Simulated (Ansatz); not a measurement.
# C3H8BFO: one species, many methods

Aim: compute C3H8BFO with functionals from several rungs and with coupled cluster. The yardstick is the atomisation energy at the CCSD(T) limit.

Method: functionals in def2-TZVPP, the program's frozen cores in correlated methods; program: Ansatz 0.2.0, Gaussian basis.

Levels to be run: PBE-D4, r2SCAN-D4, PBE0-D4, B3LYP-D4, ωB97X-V, ωB97M-V, B2PLYP; CCSD(T)/def2-TZVPP; MP2/def2-QZVPP; extrapolation to the limit.

## (1) The geometry

An earlier PBE0-D4 in a triple-zeta def2 set relaxation fixed the geometry.

SMILES `CCOB(C)F`, 14 atoms, charge 0, spin multiplicity 1.

Atoms are counted from 1 here; the program's logs count them from 0.

Bond lengths: C1–C2 1.510 Å, C1–H7 1.092 Å, C1–H8 1.093 Å, C1–H9 1.092 Å, C2–O3 1.424 Å, C2–H10 1.092 Å, C2–H11 1.093 Å, O3–B4 1.347 Å, B4–C5 1.561 Å, B4–F6 1.344 Å, C5–H12 1.090 Å, C5–H13 1.094 Å, C5–H14 1.094 Å. Angles: C2–C1–H7 110.7°, C2–C1–H8 110.2°, C2–C1–H9 110.8°, H7–C1–H8 108.4°, H7–C1–H9 108.5°, H8–C1–H9 108.1°, C1–C2–O3 110.9°, C1–C2–H10 110.7°, C1–C2–H11 110.7°, O3–C2–H10 106.2°, O3–C2–H11 110.1°, H10–C2–H11 108.1°, C2–O3–B4 122.4°, O3–B4–C5 121.6°, O3–B4–F6 119.0°, C5–B4–F6 119.4°, B4–C5–H12 112.4°, B4–C5–H13 110.3° and more.

Geometry (Å):

```xyz
14
C3H8BFO
C    -1.2772   -1.7025    0.3779
C    -1.3698   -0.1958    0.4063
O    -0.3799    0.3893   -0.4331
B     0.8248    0.7732    0.0320
C     1.9045    1.3957   -0.9073
F     1.0988    0.6166    1.3383
H    -1.3604   -2.0743   -0.6453
H    -2.0834   -2.1411    0.9708
H    -0.3259   -2.0412    0.7942
H    -2.3343    0.1389    0.0179
H    -1.2661    0.1788    1.4281
H     1.5643    1.4707   -1.9398
H     2.8205    0.7976   -0.8829
H     2.1841    2.3941   -0.5572
```

## (2) PBE-D4 (GGA)

Input file in.yaml:

```yaml
crystal:
  periodic: [false, false, false]
  atoms:
    - {symbol: C, position_ang: [-1.277170, -1.702516, 0.377869]}
    - {symbol: C, position_ang: [-1.369791, -0.195822, 0.406310]}
    - {symbol: O, position_ang: [-0.379924, 0.389333, -0.433121]}
    - {symbol: B, position_ang: [0.824819, 0.773202, 0.031986]}
    - {symbol: C, position_ang: [1.904522, 1.395749, -0.907298]}
    - {symbol: F, position_ang: [1.098758, 0.616578, 1.338281]}
    - {symbol: H, position_ang: [-1.360351, -2.074307, -0.645263]}
    - {symbol: H, position_ang: [-2.083422, -2.141070, 0.970761]}
    - {symbol: H, position_ang: [-0.325902, -2.041159, 0.794214]}
    - {symbol: H, position_ang: [-2.334319, 0.138889, 0.017930]}
    - {symbol: H, position_ang: [-1.266104, 0.178770, 1.428147]}
    - {symbol: H, position_ang: [1.564259, 1.470658, -1.939762]}
    - {symbol: H, position_ang: [2.820538, 0.797644, -0.882886]}
    - {symbol: H, position_ang: [2.184087, 2.394051, -0.557179]}
basis:
  gaussian: {orbitals: def2-TZVPP}
hamiltonian: {xc: pbe, dispersion: d4}
output: {forces: true, orbitals: {seedname: orbitals}}
```

Run with:

```bash
ansatz run in.yaml --threads 2 --pin off --events-out ev --progress --plain --max-ram 20480MiB --backend cuda --devices 0, --max-vram 18GiB
```

Further steps of the session: r2SCAN-D4 (meta-GGA); PBE0-D4 (hybrid); B3LYP-D4 (hybrid); ωB97X-V (range-separated); ωB97M-V (range-separated); B2PLYP (double hybrid); CCSD(T) in def2-TZVPP; MP2 in def2-QZVPP.

**Question.** What will the summary of the whole plan be? Wanted: atomisation energy, CCSD(T)/CBS; farthest; mean size of error, hybrid; mean size of error, range-separated; gap, smallest and largest; T1 diagnostic; triples share of the correlation energy.

As calculated:

| quantity | value |
| --- | --- |
| atomisation energy, CCSD(T)/CBS | 60.016 eV |
| functionals within 0.300 eV (0.5 %) | B3LYP-D4, ωB97X-V, ωB97M-V |
| farthest | PBE-D4 (+1.257 eV) |
| mean size of error, hybrid | 0.206 eV |
| mean size of error, range-separated | 0.189 eV |
| gap, smallest and largest | 7.43 eV (PBE-D4), 14.07 eV (ωB97X-V) |
| T1 diagnostic | 0.0116 |
| triples share of the correlation energy | 3.4 % |

What this shows: PBE-D4 misses by +1.257 eV. Double hybrids carry the basis error of their MP2 part in triple zeta, and no dispersion term here, so their miss is partly the set-up's. Misses under about 0.300 eV are within the doubt on the reference itself, which lacks core-valence correlation, relativity and higher excitations. Hartree-Fock recovers 76 % of the binding; the rest is correlation. Orbital gaps span 7.4 to 14.1 eV; exact exchange widens them.
